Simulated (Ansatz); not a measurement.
**Cl₃H₃O₃W: taking an electron away**

Aim: the vertical ionisation energy of Cl₃H₃O₃W, as cation minus neutral at the neutral's geometry, on several levels, and how well −ε(HOMO) stands in for it.

Program: Ansatz 0.2.0, Gaussian basis. Level of theory: unrestricted cation, the program's frozen cores in correlated methods. These are calculated values, not measurements.

Levels to be run: UKS PBE-D4/def2-TZVPP; UKS r2SCAN-D4/def2-TZVPP; UKS PBE0-D4/def2-TZVPP; UKS B3LYP-D4/def2-TZVPP; UKS wB97X-V/def2-TZVPP; UKS wB97M-V/def2-TZVPP; UKS B2PLYP/def2-TZVPP; UHF-CCSD(T)/def2-TZVPP; UHF-MP2/def2-QZVPP; extrapolation to the limit; then −ε(HOMO) from the neutral's earlier runs with LDA (SPW92), PBE-D4, revPBE-D4, BLYP-D4, r2SCAN-D4, B97M-V, PBE0-D4, B3LYP-D4, r2SCANh-D4, r2SCAN0-D4, HSE06-D4, BHLYP-D4, CAM-B3LYP-D4, LC-ωPBE, ωB97X-V, ωB97M-V.

## Step 1: The relaxed structure

All runs share one geometry, relaxed beforehand with PBE0-D4 in a triple-zeta def2 set. W takes the def2 core potential; no spin-orbit term is included.

SMILES `[OH][W]([OH])([OH])([Cl])([Cl])[Cl]`, 10 atoms, charge 0, spin multiplicity 1.

Atoms are counted from 1 here; the program's logs count them from 0.

Bond lengths: O1–W2 1.859 Å, O1–H8 0.962 Å, W2–O3 1.856 Å, W2–O4 1.856 Å, W2–Cl5 2.388 Å, W2–Cl6 2.360 Å, W2–Cl7 2.296 Å, O3–H9 0.961 Å, O4–H10 0.961 Å. Angles: W2–O1–H8 126.3°, O1–W2–O3 98.8°, O1–W2–O4 98.8°, O1–W2–Cl5 171.6°, O1–W2–Cl6 83.4°, O1–W2–Cl7 89.9°, O3–W2–O4 162.4°, O3–W2–Cl5 81.3°, O3–W2–Cl6 90.7°, O3–W2–Cl7 90.3°, O4–W2–Cl5 81.3°, O4–W2–Cl6 90.7°, O4–W2–Cl7 90.3°, Cl5–W2–Cl6 88.2°, Cl5–W2–Cl7 98.5°, Cl6–W2–Cl7 173.3°, W2–O3–H9 127.0°, W2–O4–H10 127.0°.

## Step 2: Cation, UKS PBE-D4/def2-TZVPP

Input file in.yaml:

```yaml
crystal:
  periodic: [false, false, false]
  atoms:
    - {symbol: O, position_ang: [-0.676504, -1.763011, -0.378251]}
    - {symbol: W, position_ang: [0.081102, -0.088302, -0.097817]}
    - {symbol: O, position_ang: [1.153544, -0.503132, 1.358502]}
    - {symbol: O, position_ang: [-0.776611, 0.841253, -1.455514]}
    - {symbol: Cl, position_ang: [0.782861, 2.120837, 0.476233]}
    - {symbol: Cl, position_ang: [-1.778595, 0.214818, 1.322604]}
    - {symbol: Cl, position_ang: [1.793318, -0.627353, -1.529770]}
    - {symbol: H, position_ang: [-1.487055, -2.095377, 0.018941]}
    - {symbol: H, position_ang: [1.658678, 0.111040, 1.898886]}
    - {symbol: H, position_ang: [-0.750725, 1.789226, -1.613814]}
basis:
  gaussian: {orbitals: def2-TZVPP}
total_charge: 1
magnetization: {spin_polarized: true, initial_magnetization: 1}
hamiltonian: {xc: pbe, dispersion: d4}
```

Run with:

```bash
$ ansatz run in.yaml --threads 2 --pin off --events-out ev --progress --plain --max-ram 32768MiB --backend cuda --devices 0, --max-vram 18GiB
```

Further steps of the session: Cation, UKS r2SCAN-D4/def2-TZVPP; Cation, UKS PBE0-D4/def2-TZVPP; Cation, UKS B3LYP-D4/def2-TZVPP; Cation, UKS wB97X-V/def2-TZVPP; Cation, UKS wB97M-V/def2-TZVPP; Cation, UKS B2PLYP (frozen core)/def2-TZVPP; Cation, UHF-CCSD(T)/def2-TZVPP; Cation, UHF-MP2/def2-QZVPP.

Q: Predict the results of all the runs planned. Wanted: ionisation energy, CCSD(T)/CBS; nearest functional by difference; nearest −ε(HOMO); −ε(HOMO) of PBE; T1 of the cation.

As calculated:

```
                        quantity               value
  ionisation energy, CCSD(T)/CBS            10.88 eV
nearest functional by difference  ωB97X-V (-0.02 eV)
                nearest −ε(HOMO)  ωB97X-V (+0.07 eV)
                 −ε(HOMO) of PBE             7.21 eV
                T1 of the cation               0.035
```

**Reading.** By cation minus neutral, the functionals miss by 0.91 eV at most. −ε(HOMO) of PBE misses by 3.7 eV, since self-interaction lifts the level. Among orbital estimates ωB97X-V comes nearest. Hartree-Fock falls 0.66 eV short, as the neutral has more correlation energy than the cation. The cation's T1 (from the report) is 0.035, near the customary mark of 0.045 for open shells, so the coupled-cluster value is less safe. Correlated methods include outer-core shells of W, which these sets cover unevenly.
